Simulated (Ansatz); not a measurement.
# C2H5BrSn: how energies converge with the basis set

The task here is to estimate one member of a computed series from the others.

The runs use Ansatz 0.2.0, Gaussian basis; one geometry, several basis sets.

Plan: PBE0-D4/def2-SVP; ωB97M-V/def2-SVP; PBE0-D4/def2-QZVPP; ωB97M-V/def2-QZVPP; the functionals' def2-TZVPP values are taken from earlier runs.

## The geometry

An earlier PBE0-D4 in a triple-zeta def2 set relaxation fixed the geometry. Sn takes the def2 core potential; no spin-orbit term is included.

9 atoms, charge 0, spin multiplicity 1.

Atoms are counted from 1 here; the program's logs count them from 0.

Bond lengths: C1–C2 1.326 Å, C1–H5 1.086 Å, C1–H6 1.087 Å, C2–Sn3 2.118 Å, C2–H7 1.088 Å, Sn3–Br4 2.489 Å, Sn3–H8 1.705 Å, Sn3–H9 1.705 Å. Angles: C2–C1–H5 122.1°, C2–C1–H6 121.5°, H5–C1–H6 116.4°, C1–C2–Sn3 122.5°, C1–C2–H7 119.7°, Sn3–C2–H7 117.7°, C2–Sn3–Br4 105.3°, C2–Sn3–H8 113.5°, C2–Sn3–H9 113.5°, Br4–Sn3–H8 106.3°, Br4–Sn3–H9 106.4°, H8–Sn3–H9 111.2°.

Set-up of the first run:

The input, in.yaml:

```yaml
crystal:
  periodic: [false, false, false]
  atoms:
    - {symbol: C, position_ang: [-0.823034, 0.673191, -1.242204]}
    - {symbol: C, position_ang: [-0.195508, 0.905542, -0.097694]}
    - {symbol: Sn, position_ang: [0.716650, -0.634423, 1.034147]}
    - {symbol: Br, position_ang: [0.304632, -2.724938, -0.251966]}
    - {symbol: H, position_ang: [-0.904084, -0.324573, -1.664128]}
    - {symbol: H, position_ang: [-1.285696, 1.477265, -1.809078]}
    - {symbol: H, position_ang: [-0.137607, 1.920429, 0.289410]}
    - {symbol: H, position_ang: [2.409254, -0.474188, 1.158853]}
    - {symbol: H, position_ang: [0.003893, -0.864705, 2.565560]}
basis:
  gaussian: {orbitals: def2-SVP}
hamiltonian: {xc: pbe0, dispersion: d4}
output: {orbitals: {seedname: orbitals}}
```

Among the steps run: PBE0-D4 in def2-SVP; ωB97M-V in def2-SVP; PBE0-D4 in def2-QZVPP; ωB97M-V in def2-QZVPP.

One of the session's tables, all rows but one given; the rest of the session is left out.

It belongs to the step «Functionals by basis». 

| functional | basis | HOMO (eV) |
| --- | --- | --- |
| PBE0-D4 | def2-SVP | -7.92 |
| PBE0-D4 | def2-TZVPP | -8.05 |
| PBE0-D4 | def2-QZVPP | ? |
| ωB97M-V | def2-SVP | -10.09 |
| ωB97M-V | def2-TZVPP | -10.25 |
| ωB97M-V | def2-QZVPP | -10.27 |

Q: Estimate the row for PBE0-D4, def2-QZVPP from the others.

As computed: HOMO (eV): -8.07. In the column «HOMO (eV)» it lies between ωB97M-V, def2-SVP (-10.09) and PBE0-D4, def2-TZVPP (-8.05).
